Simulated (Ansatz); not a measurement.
# CH3BBr2 (SMILES CB(Br)Br): BLYP/pc-1 (nuclear model gaussian)

Aim: a geometry optimisation of CH3BBr2. 

Program for the calculation: Ansatz 0.2.0.

## 1. Starting point

CH3BBr2: 7 atoms, total charge 0, spin state singlet. SMILES: `CB(Br)Br`. Geometry: relaxed at PBE0-D4/def2-TZVP. The run starts from this shape.

Bond lengths: C1–B2 1.550 Å, B2–Br3 1.913 Å, B2–Br4 1.909 Å, C1–H5 1.095 Å, C1–H6 1.095 Å, C1–H7 1.090 Å. Angles: C1–B2–Br3 120.2°, C1–B2–Br4 122.0°, Br3–B2–Br4 117.8°, B2–C1–H5 109.8°, B2–C1–H6 109.6°, B2–C1–H7 113.5°, H5–C1–H6 105.7°, H5–C1–H7 109.1°, H6–C1–H7 109.0°.

## 2. A structure relaxation at BLYP/pc-1 (nuclear model gaussian)

job.yaml reads:

```yaml
crystal:
  periodic: [false, false, false]
  atoms:
    - {symbol: C, position_ang: [-0.007900, 0.768300, 0.030500]}
    - {symbol: B, position_ang: [-0.010300, -0.779200, -0.057400]}
    - {symbol: Br, position_ang: [1.488200, -1.781500, 0.583200]}
    - {symbol: Br, position_ang: [-1.479800, -1.747800, -0.797600]}
    - {symbol: H, position_ang: [0.137400, 1.079700, 1.070300]}
    - {symbol: H, position_ang: [0.851700, 1.165800, -0.520000]}
    - {symbol: H, position_ang: [-0.918100, 1.226800, -0.354700]}
basis:
  gaussian:
    orbitals: pc-1.json
    final_grid:
      core_spheres: 4
      valence_spheres: 4
      degree: 11
    nuclear_model: gaussian
magnetization:
  spin_polarized: false
  initial_magnetization: 0
hamiltonian:
  xc: {name: BLYP}
relax: {}
output:
  orbitals: {seedname: orbitals}
```

The basis set pc-1 is read from a file made from the Basis Set Exchange's data (not shown).

Launch:

```sh
$ ansatz run job.yaml --threads 1 --pin off --max-ram 2610MiB --events-out events.jsonl --progress --plain --runs-dir runs
```

Q: Predict the results. Wanted: total energy at the end; dipole moment; HOMO energy; LUMO energy; HOMO–LUMO gap.

Computed results:

At BLYP/pc-1 (nuclear model gaussian):

```
               quantity           value
total energy at the end  -5212.97600 Eh
          dipole moment          1.29 D
            HOMO energy        -6.70 eV
            LUMO energy        -2.27 eV
          HOMO–LUMO gap         4.44 eV
```

At the final geometry: Bond lengths: C1–B2 1.565 Å, B2–Br3 1.946 Å, B2–Br4 1.939 Å, C1–H5 1.108 Å, C1–H6 1.108 Å, C1–H7 1.102 Å. Angles: C1–B2–Br3 118.9°, C1–B2–Br4 122.0°, Br3–B2–Br4 119.1°, B2–C1–H5 109.1°, B2–C1–H6 108.9°, B2–C1–H7 115.1°, H5–C1–H6 104.8°, H5–C1–H7 109.2°, H6–C1–H7 109.2°. The optimisation took 4 steps and changed the energy by -0.038 eV. Mulliken charges run from -0.32 on C1 to +0.32 on B2.
